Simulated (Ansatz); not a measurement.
**C2H3BrO: a ladder of functionals and wavefunction methods**

The task here is to estimate one member of a computed series from the others.

The runs use Ansatz 0.2.0, Gaussian basis; functionals in def2-TZVPP, the program's frozen cores in correlated methods.

The runs, in order: LDA (SPW92), PBE-D4, revPBE-D4, BLYP-D4, r2SCAN-D4, B97M-V, PBE0-D4, B3LYP-D4, r2SCANh-D4, r2SCAN0-D4, HSE06-D4, BHLYP-D4, CAM-B3LYP-D4, LC-ωPBE, ωB97X-V, ωB97M-V, B2PLYP, PBE-QIDH; CCSD(T)/def2-SVP; CCSD(T)/def2-TZVPP; MP2/def2-QZVPP; extrapolation to the limit; RPA on PBE.

## Structure used throughout

An earlier PBE0-D4 in a triple-zeta def2 set relaxation fixed the geometry.

SMILES `O=CCBr`, 7 atoms, charge 0, spin multiplicity 1.

Atoms are counted from 1 here; the program's logs count them from 0.

Bond lengths: O1–C2 1.197 Å, C2–C3 1.503 Å, C2–H5 1.109 Å, C3–Br4 1.938 Å, C3–H6 1.091 Å, C3–H7 1.087 Å. Angles: O1–C2–C3 122.9°, O1–C2–H5 122.0°, C3–C2–H5 115.1°, C2–C3–Br4 108.6°, C2–C3–H6 110.7°, C2–C3–H7 111.1°, Br4–C3–H6 106.5°, Br4–C3–H7 108.8°, H6–C3–H7 111.0°.

Geometry (Å):

```
O    -0.66759   -1.07124    1.40926
C    -0.27407   -0.81155    0.30892
C     0.32515    0.51882   -0.05152
Br   -0.57600    1.19792   -1.62737
H    -0.32543   -1.54464   -0.52117
H     1.37642    0.40781   -0.32055
H     0.20282    1.23488    0.75672
```

The first run:

in.yaml

```yaml
crystal:
  periodic: [false, false, false]
  atoms:
    - {symbol: O, position_ang: [-0.667592, -1.071237, 1.409261]}
    - {symbol: C, position_ang: [-0.274073, -0.811547, 0.308920]}
    - {symbol: C, position_ang: [0.325152, 0.518818, -0.051523]}
    - {symbol: Br, position_ang: [-0.576003, 1.197916, -1.627370]}
    - {symbol: H, position_ang: [-0.325428, -1.544638, -0.521166]}
    - {symbol: H, position_ang: [1.376422, 0.407807, -0.320549]}
    - {symbol: H, position_ang: [0.202823, 1.234881, 0.756725]}
basis:
  gaussian: {orbitals: def2-TZVPP}
hamiltonian: {xc: lda}
output: {orbitals: {seedname: orbitals}}
```

On the command line:

```sh
ansatz run in.yaml --threads 2 --pin off --events-out ev --progress --plain --max-ram 4352MiB
```

Among the steps run: LDA; PBE-D4 (GGA); revPBE-D4 (GGA); BLYP-D4 (GGA); r2SCAN-D4 (meta-GGA); B97M-V (meta-GGA); PBE0-D4 (hybrid); B3LYP-D4 (hybrid); r2SCANh-D4 (hybrid); r2SCAN0-D4 (hybrid); HSE06-D4 (hybrid); BHLYP-D4 (hybrid); CAM-B3LYP-D4 (range-separated); LC-ωPBE (range-separated); ωB97X-V (range-separated); ωB97M-V (range-separated); B2PLYP (double hybrid); PBE-QIDH (double hybrid).

One table of the session follows, with a row left open; its other results are not shown here.

It belongs to the step «Frontier levels by functional». 

| functional | HOMO (eV) | LUMO (eV) | gap (eV) |
| --- | --- | --- | --- |
| LDA (SPW92) | -6.49 | -2.99 | 3.50 |
| PBE-D4 | -6.34 | -2.71 | 3.63 |
| revPBE-D4 | -6.29 | -2.61 | 3.67 |
| BLYP-D4 | -6.27 | -2.58 | 3.69 |
| r2SCAN-D4 | -6.67 | -2.52 | 4.16 |
| B97M-V | -6.83 | -2.36 | 4.46 |
| PBE0-D4 | -7.91 | -1.58 | 6.33 |
| B3LYP-D4 | -7.68 | -1.85 | 5.83 |
| r2SCANh-D4 | -7.26 | -2.10 | 5.16 |
| r2SCAN0-D4 | -8.14 | -1.48 | 6.66 |
| HSE06-D4 | -7.50 | -1.97 | 5.53 |
| BHLYP-D4 | -9.35 | -0.36 | 8.99 |
| CAM-B3LYP-D4 | ? | ? | ? |
| LC-ωPBE | -10.66 | 0.88 | 11.54 |
| ωB97X-V | -10.34 | 0.79 | 11.13 |
| ωB97M-V | -10.26 | 0.69 | 10.95 |

Estimate the missing values for CAM-B3LYP-D4.

**Answer.** HOMO (eV): -9.36; LUMO (eV): -0.38; gap (eV): 8.97. In the column «HOMO (eV)» it lies between ωB97M-V (-10.26) and BHLYP-D4 (-9.35).
